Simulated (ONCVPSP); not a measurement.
# Pseudopotential generation for Hf: ONCV, PBE

Task: generate the file, and judge it by its errors in other configurations, its logarithmic derivatives, its ghosts and its cutoff.

Program: ONCVPSP 4.0.1. Reference atom: PBE, scalar-relativistic, spherical and spin-unpolarised. All values are calculated.

### 1 The design

The settings as typed:

```
element                 : hafnium (Hf, Z = 72)
type                    : optimised norm-conserving Vanderbilt (ONCV)
frozen core             : [Kr] 4d10 4f14 5s2
valence charge          : 10
reference configuration : 5p6 5d2 6s2
partial waves           : 6s: rc 2.25 bohr, ncon 3, nbas 7, qcut 3.4 1/bohr, 3 projectors, debl 0.7 Ha; 5p: rc 2.25 bohr, ncon 4, nbas 8, qcut 5.6 1/bohr, 3 projectors, debl 1.7 Ha; 5d: rc 2.25 bohr, ncon 5, nbas 8, qcut 3.7 1/bohr, 3 projectors, debl 3.6 Ha
local potential         : polynomial inside 1.70 bohr (lpopt 5, dvloc0 4 Ha)
core correction         : Teter function fitted to the true core (icmod 2), fcfact 0.45
```

### 2 The generation run

Hf.dat

```
# ATOM AND REFERENCE CONFIGURATION
# atsym  z   nc   nv     iexc    psfile
  Hf 72.00   11    3        4      upf
#
#   n    l    f
    1    0    2.00
    2    0    2.00
    2    1    6.00
    3    0    2.00
    3    1    6.00
    3    2   10.00
    4    0    2.00
    4    1    6.00
    4    2   10.00
    4    3   14.00
    5    0    2.00
    5    1    6.00
    5    2    2.00
    6    0    2.00
#
# PSEUDOPOTENTIAL AND OPTIMIZATION
# lmax
    2
#
#   l,   rc,      ep,       ncon, nbas, qcut
    0    2.25    0.00    3    7    3.40
    1    2.25    0.00    4    8    5.60
    2    2.25    0.00    5    8    3.70
#
# LOCAL POTENTIAL
# lloc, lpopt,  rc(5),   dvloc0
    4    5    1.70    4.00
#
# VANDERBILT-KLEINMAN-BYLANDER PROJECTORs
# l, nproj, debl
    0    3    0.70
    1    3    1.70
    2    3    3.60
#
# MODEL CORE CHARGE
# icmod, fcfact, rcfact
    2    0.45    0.70
#
# LOG DERIVATIVE ANALYSIS
# epsh1, epsh2, depsh
   -3.00    5.00    0.02
#
# OUTPUT GRID
# rlmax, drl
    6.00    0.01
#
# TEST CONFIGURATIONS
# ncnf
    4
# nvcnf
#   n    l    f
    3
    5    1    6.00
    5    2    2.00
    6    0    1.00
#
    3
    5    1    6.00
    5    2    2.00
    6    0    0.00
#
    3
    5    1    6.00
    5    2    1.00
    6    0    0.00
#
    3
    5    1    6.00
    5    2    3.00
    6    0    1.00
#
```

Launch:

```sh
$ oncvpsp.x < Hf.dat > Hf.out
```

**Question.** What will these runs give? Wanted: cutoffs for 1 and 0.1 mHa per electron, occupied waves; bound ghosts; GHOST(+) flags; largest test error; largest phase difference near zero energy, channels read; rms error of d²Exc/dn², without and with the model core.

**Answer**, as computed:

| quantity | value |
| --- | --- |
| cutoffs for 1 and 0.1 mHa per electron, occupied waves | 32 Ha and 41 Ha |
| bound ghosts | s at -68.49 eV |
| GHOST(+) flags | none at low energy |
| largest test error (AE − PS) | -20 meV, for 5p6 5d3 6s1 (1 test unsolved) |
| largest phase difference near zero energy, channels read | 0.000 rad |
| rms error of d²Exc/dn², without and with the model core | 5.25 and 0.60 mHa |

What this shows: A bound ghost (s) makes it unfit for use: electrons can fall into a state that the atom doesn't have. Close by lies the frozen 5s level (-67.0 eV). By total energies transferability is good where solved: the largest error is 20 meV on 2.6 eV, for 5p6 5d3 6s1. Atomic tests can pass in spite of a ghost, since they solve only for the levels asked. Of the tests 1 gave no usable energy difference, which is a warning in itself. By its cutoff, 32 Ha for the looser tolerance, it is of middling hardness. At the looser tolerance the 5d wave is the slowest; 5p needs 10 Ha. Near zero energy the phases of the channels with partial waves agree within 0.001 rad. Note that the frozen 4f shell (-17 eV) lies higher than the valence 5p shell (-36 eV). All of this concerns the isolated atom, not yet a solid.
